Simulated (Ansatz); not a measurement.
BaH2:

```
Ba H
1.0
     6.79200    0.00000    0.00000
     0.00000    4.16800    0.00000
     0.00000    0.00000    7.85800
Ba H
4 8
Cartesian
  5.0241 3.1260 0.8751
  5.1639 1.0420 4.8041
  1.6281 3.1260 3.0539
  1.7679 1.0420 6.9829
  2.4044 3.1260 0.6797
  0.9916 1.0420 4.6087
  5.8004 3.1260 3.2493
  4.3876 1.0420 7.1783
  6.4999 3.1260 6.4907
  3.6881 1.0420 2.5617
  3.1039 3.1260 5.2963
  0.2921 1.0420 1.3673
```

| Property | Result |
| --- | --- |
| Program | Ansatz 0.2.0 |
| Task | relaxation of cell and atoms |
| Functional | PBEsol |
| Potentials or basis | Ansatz PAW |
| Cutoff | 420 eV (not typed: the program's choice for these potentials) |
| k mesh | 4 × 7 × 4 |
| Occupations | fermi-dirac, width 0.05 eV |
| Spin | no spin polarisation |

At the start: volume 18.54 Å³/atom.

Where does the relaxation end?

It ends after 8 steps and the volume is 17.54 Å³/atom (-5.4 %); space group Pnma (No. 62, to 0.05 Å).

The path:
| step | energy change (eV) | largest force (eV/Å) | volume (Å³) |
| --- | --- | --- | --- |
| 1 | 0.0000 | 0.3095 | 222.45 |
| 2 | -0.1157 | 0.2606 | 207.29 |
| 3 | -0.1694 | 0.0759 | 211.86 |
| 4 | -0.1719 | 0.0515 | 211.35 |
| 5 | -0.1763 | 0.0042 | 210.65 |
| 6 | -0.1726 | 0.0042 | 210.65 |
| 7 | -0.1728 | 0.0008 | 210.47 |
| 8 | -0.1727 | 0.0008 | 210.47 |

Final structure:
```
CELL_PARAMETERS angstrom
6.64164 0.00000 0.00000
0.00000 4.11137 0.00000
0.00000 0.00000 7.70787
ATOMIC_POSITIONS crystal
Ba 0.73947 0.75000 0.11123
Ba 0.76053 0.25000 0.61123
Ba 0.23947 0.75000 0.38877
Ba 0.26053 0.25000 0.88877
H 0.35154 0.75000 0.07200
H 0.14846 0.25000 0.57200
H 0.85154 0.75000 0.42800
H 0.64846 0.25000 0.92800
H 0.97289 0.75000 0.81237
H 0.52711 0.25000 0.31237
H 0.47289 0.75000 0.68763
H 0.02711 0.25000 0.18763
```

Caveat: the plane-wave basis is chosen anew once the cell has moved, so the energies of steps on either side of that aren't comparable; the PAW data sets come from PBE, with cores solved anew for the run's functional, which leaves a small shift of forces and pressure.
